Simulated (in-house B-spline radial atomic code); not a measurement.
# Ge: a fraction of an electron removed from 4p, part 2 of 2

Aim: the energy of Ge as a fraction of an electron is removed from 4p, to see how far it bends away from a straight line.

Calculated with an in-house B-spline radial atomic code; non-relativistic r2SCAN, spin-polarised. Aim: the energy of Ge as a fraction of an electron is removed from 4p, to see how far it bends away from a straight line. The steps go on from the part before.

## Step 8: 0.56 electron removed from 4p

Settings, as recorded:

```ini
Z = 32
electrons = 31.44
configuration = [Ar] 3d10 4s2 4p1.44
hamiltonian = nr
method = r2scan
spin_polarised = True
```

Result record:

```text
{
  "status": "converged",
  "scf [iteration, energy, orbital gradient]": [
    [1, -2076.80817342, 0.0583],
    [2, -2076.81248408, 0.00255],
    [3, -2076.81266538, 0.00111],
    [4, -2076.8126771, 0.000393],
    [5, -2076.81267762, 0.000191],
    [6, -2076.81267831, 0.000121],
    [7, -2076.81267865, 8.8e-06],
    [8, -2076.81267866, 1.85e-06],
    [9, -2076.81267866, 3.65e-07],
    [10, -2076.81267866, 5.57e-08]
  ],
  "energy [hartree]": {"total": -2076.81267866, "kinetic": 2075.48157145, "nuclear": -4964.56230645, "coulomb": 891.114694842, "xc": -78.8466384978},
  "orbitals [hartree, bohr; first row names the columns]": [
    ["name", "occ", "eps", "<r>"],
    ["1s up", 1.0, -398.29228, 0.047865],
    ["1s down", 1.0, -398.28965, 0.047865],
    ["2s up", 1.0, -49.747969, 0.21358],
    ["2s down", 1.0, -49.748095, 0.21358],
    ["2p up", 3.0, -44.233964, 0.18526],
    ["2p down", 3.0, -44.232331, 0.18526],
    ["3s up", 1.0, -6.3473281, 0.63382],
    ["3s down", 1.0, -6.3455251, 0.6339],
    ["3p up", 3.0, -4.4980317, 0.65119],
    ["3p down", 3.0, -4.4957612, 0.6511],
    ["3d up", 5.0, -1.3108002, 0.73245],
    ["3d down", 5.0, -1.3061169, 0.72846],
    ["4s up", 1.0, -0.61803803, 2.1274],
    ["4s down", 1.0, -0.55779059, 2.0965],
    ["4p up", 1.44, -0.31529345, 2.6387]
  ],
  "sum_r [bohr^k]": {"-1": 155.1426, "1": 22.13727, "2": 33.00862},
  "energy_minus_base [hartree]": 0.13602589
}
```

Run time: 0.28 s. Hardware: 1 thread, shared host.

## Step 9: 0.64 electron removed from 4p

Settings, as recorded:

```ini
Z = 32
electrons = 31.36
configuration = [Ar] 3d10 4s2 4p1.36
hamiltonian = nr
method = r2scan
spin_polarised = True
```

Result record:

```text
{
  "status": "converged",
  "scf [iteration, energy, orbital gradient]": [
    [1, -2076.78210375, 0.0583],
    [2, -2076.78640946, 0.00254],
    [3, -2076.78658887, 0.00111],
    [4, -2076.78660034, 0.000394],
    [5, -2076.78660087, 0.000187],
    [6, -2076.78660151, 0.000122],
    [7, -2076.78660187, 8.74e-06],
    [8, -2076.78660187, 1.89e-06],
    [9, -2076.78660187, 3.73e-07],
    [10, -2076.78660187, 5.41e-08]
  ],
  "energy [hartree]": {"total": -2076.78660187, "kinetic": 2075.45676148, "nuclear": -4963.66479108, "coulomb": 890.24705796, "xc": -78.825630232},
  "orbitals [hartree, bohr; first row names the columns]": [
    ["name", "occ", "eps", "<r>"],
    ["1s up", 1.0, -398.32039, 0.047865],
    ["1s down", 1.0, -398.31786, 0.047865],
    ["2s up", 1.0, -49.775892, 0.21358],
    ["2s down", 1.0, -49.776015, 0.21358],
    ["2p up", 3.0, -44.261875, 0.18526],
    ["2p down", 3.0, -44.260303, 0.18526],
    ["3s up", 1.0, -6.3751609, 0.63382],
    ["3s down", 1.0, -6.3734249, 0.6339],
    ["3p up", 3.0, -4.5258558, 0.65118],
    ["3p down", 3.0, -4.5236674, 0.6511],
    ["3d up", 5.0, -1.3385131, 0.73223],
    ["3d down", 5.0, -1.3339944, 0.7284],
    ["4s up", 1.0, -0.64171208, 2.1194],
    ["4s down", 1.0, -0.5836589, 2.0896],
    ["4p up", 1.36, -0.33666239, 2.6166]
  ],
  "sum_r [bohr^k]": {"-1": 155.1145, "1": 21.8797, "2": 32.07676},
  "energy_minus_base [hartree]": 0.162102676
}
```

It took 0.28 s on 1 thread, shared host.

## Step 10: 0.85 electron removed from 4p

Settings, as recorded:

```ini
Z = 32
electrons = 31.15
configuration = [Ar] 3d10 4s2 4p1.15
hamiltonian = nr
method = r2scan
spin_polarised = True
```

Result record:

```text
{
  "status": "converged",
  "scf [iteration, energy, orbital gradient]": [
    [1, -2076.70545436, 0.0583],
    [2, -2076.70974695, 0.00253],
    [3, -2076.70992202, 0.0011],
    [4, -2076.70993292, 0.000396],
    [5, -2076.70993348, 0.000177],
    [6, -2076.709934, 0.000124],
    [7, -2076.70993437, 8.6e-06],
    [8, -2076.70993437, 1.98e-06],
    [9, -2076.70993437, 3.88e-07],
    [10, -2076.70993437, 5.36e-08]
  ],
  "energy [hartree]": {"total": -2076.70993437, "kinetic": 2075.38359296, "nuclear": -4961.24023108, "coulomb": 887.916312567, "xc": -78.7696088188},
  "orbitals [hartree, bohr; first row names the columns]": [
    ["name", "occ", "eps", "<r>"],
    ["1s up", 1.0, -398.3963, 0.047865],
    ["1s down", 1.0, -398.39405, 0.047865],
    ["2s up", 1.0, -49.851249, 0.21358],
    ["2s down", 1.0, -49.851362, 0.21358],
    ["2p up", 3.0, -44.337201, 0.18526],
    ["2p down", 3.0, -44.335805, 0.18526],
    ["3s up", 1.0, -6.4502466, 0.63383],
    ["3s down", 1.0, -6.4487053, 0.6339],
    ["3p up", 3.0, -4.6009141, 0.65117],
    ["3p down", 3.0, -4.598965, 0.65109],
    ["3d up", 5.0, -1.4132397, 0.73159],
    ["3d down", 5.0, -1.4091999, 0.7282],
    ["4s up", 1.0, -0.7048921, 2.098],
    ["4s down", 1.0, -0.65314724, 2.0713],
    ["4p up", 1.15, -0.39372772, 2.5619]
  ],
  "sum_r [bohr^k]": {"-1": 155.0388, "1": 21.22336, "2": 29.77663},
  "energy_minus_base [hartree]": 0.238770172
}
```

It took 0.28 s on 1 thread, shared host.

## Step 11: 0.88 electron removed from 4p

Settings, as recorded:

```ini
Z = 32
electrons = 31.12
configuration = [Ar] 3d10 4s2 4p1.12
hamiltonian = nr
method = r2scan
spin_polarised = True
```

Result record:

```text
{
  "status": "converged",
  "scf [iteration, energy, orbital gradient]": [
    [1, -2076.6935213, 0.0583],
    [2, -2076.69781196, 0.00253],
    [3, -2076.69798647, 0.0011],
    [4, -2076.6979973, 0.000396],
    [5, -2076.69799786, 0.000175],
    [6, -2076.69799837, 0.000124],
    [7, -2076.69799874, 8.59e-06],
    [8, -2076.69799874, 1.99e-06],
    [9, -2076.69799874, 3.9e-07],
    [10, -2076.69799874, 5.39e-08]
  ],
  "energy [hartree]": {"total": -2076.69799874, "kinetic": 2075.37217771, "nuclear": -4960.88598531, "coulomb": 887.577327994, "xc": -78.7615191348},
  "orbitals [hartree, bohr; first row names the columns]": [
    ["name", "occ", "eps", "<r>"],
    ["1s up", 1.0, -398.40739, 0.047865],
    ["1s down", 1.0, -398.40518, 0.047865],
    ["2s up", 1.0, -49.86225, 0.21358],
    ["2s down", 1.0, -49.862362, 0.21358],
    ["2p up", 3.0, -44.348198, 0.18526],
    ["2p down", 3.0, -44.346829, 0.18526],
    ["3s up", 1.0, -6.4612049, 0.63383],
    ["3s down", 1.0, -6.4596938, 0.6339],
    ["3p up", 3.0, -4.611868, 0.65117],
    ["3p down", 3.0, -4.609956, 0.65109],
    ["3d up", 5.0, -1.4241413, 0.73149],
    ["3d down", 5.0, -1.4201757, 0.72817],
    ["4s up", 1.0, -0.71403113, 2.0949],
    ["4s down", 1.0, -0.6632541, 2.0687],
    ["4p up", 1.12, -0.40198534, 2.5544]
  ],
  "sum_r [bohr^k]": {"-1": 155.0277, "1": 21.13177, "2": 29.46378},
  "energy_minus_base [hartree]": 0.250705807
}
```

Run time: 0.28 s. Hardware: 1 thread, shared host.

## Step 12: 1 electron removed from 4p

Settings, as recorded:

```ini
Z = 32
electrons = 31.0
configuration = [Ar] 3d10 4s2 4p1
hamiltonian = nr
method = r2scan
spin_polarised = True
```

Result record:

```text
{
  "status": "converged",
  "scf [iteration, energy, orbital gradient]": [
    [1, -2076.64330115, 0.0583],
    [2, -2076.64758377, 0.00252],
    [3, -2076.64775625, 0.0011],
    [4, -2076.64776678, 0.000397],
    [5, -2076.64776736, 0.00017],
    [6, -2076.64776781, 0.000126],
    [7, -2076.64776818, 8.52e-06],
    [8, -2076.64776819, 2.06e-06],
    [9, -2076.64776819, 3.97e-07],
    [10, -2076.64776819, 5.55e-08]
  ],
  "energy [hartree]": {"total": -2076.64776819, "kinetic": 2075.32408219, "nuclear": -4959.44990485, "coulomb": 886.207045255, "xc": -78.7289907789},
  "orbitals [hartree, bohr; first row names the columns]": [
    ["name", "occ", "eps", "<r>"],
    ["1s up", 1.0, -398.45234, 0.047865],
    ["1s down", 1.0, -398.45031, 0.047865],
    ["2s up", 1.0, -49.906826, 0.21358],
    ["2s down", 1.0, -49.906931, 0.21358],
    ["2p up", 3.0, -44.392756, 0.18525],
    ["2p down", 3.0, -44.3915, 0.18526],
    ["3s up", 1.0, -6.5055979, 0.63383],
    ["3s down", 1.0, -6.5042128, 0.6339],
    ["3p up", 3.0, -4.6562416, 0.65116],
    ["3p down", 3.0, -4.6544851, 0.65109],
    ["3d up", 5.0, -1.4682933, 0.73108],
    ["3d down", 5.0, -1.4646391, 0.72803],
    ["4s up", 1.0, -0.75084523, 2.0826],
    ["4s down", 1.0, -0.70411213, 2.0582],
    ["4p up", 1.0, -0.43525156, 2.5252]
  ],
  "sum_r [bohr^k]": {"-1": 154.9828, "1": 20.77049, "2": 28.24801},
  "energy_minus_base [hartree]": 0.30093636
}
```

Wall time 0.28 s (1 thread, shared host).

## Step 13: Results

What follows sums up all 2 parts.

| fraction | energy change (eV) | less the straight line (eV) | level 4p up (eV) | sum of <r²> (bohr²) |
| --- | --- | --- | --- | --- |
| 0 | 0.0000 | 0.0000 | -4.700 | 40.676 |
| 0.1 | 0.5032 | -0.3157 | -5.365 | 39.128 |
| 0.23 | 1.2579 | -0.6256 | -6.249 | 37.248 |
| 0.25 | 1.3843 | -0.6630 | -6.387 | 36.970 |
| 0.42 | 2.5707 | -0.8686 | -7.577 | 34.724 |
| 0.5 | 3.1997 | -0.8948 | -8.147 | 33.730 |
| 0.56 | 3.7015 | -0.8843 | -8.580 | 33.009 |
| 0.64 | 4.4110 | -0.8299 | -9.161 | 32.077 |
| 0.85 | 6.4973 | -0.4633 | -10.714 | 29.777 |
| 0.88 | 6.8221 | -0.3842 | -10.939 | 29.464 |
| 1 | 8.1889 | 0.0000 | -11.844 | 28.248 |

**Reading.** From fraction 0 to 1 the energy changes by 8.189 eV. It sags under the straight line by up to 0.89 eV (at 0.5); exact theory is straight between whole electron numbers, so this convex bend is an error (delocalisation) that favours fractional charges. Slater's transition state, the slope from the orbital energy at fraction 0.5 (Janak's theorem), gives 8.147 eV for the whole step. The tabulated ionisation energy is 7.89944 ± 1.2e-05 eV (measured; NIST Atomic Spectra Database), so the whole step is off by +0.29 eV, and minus the highest level at fraction 0 (4.700 eV) by -3.20 eV. These runs leave out relativity, which matters at this nuclear charge. Open shells are averaged (over orientations, and over spins where the run is restricted), while tables refer to the lowest levels.
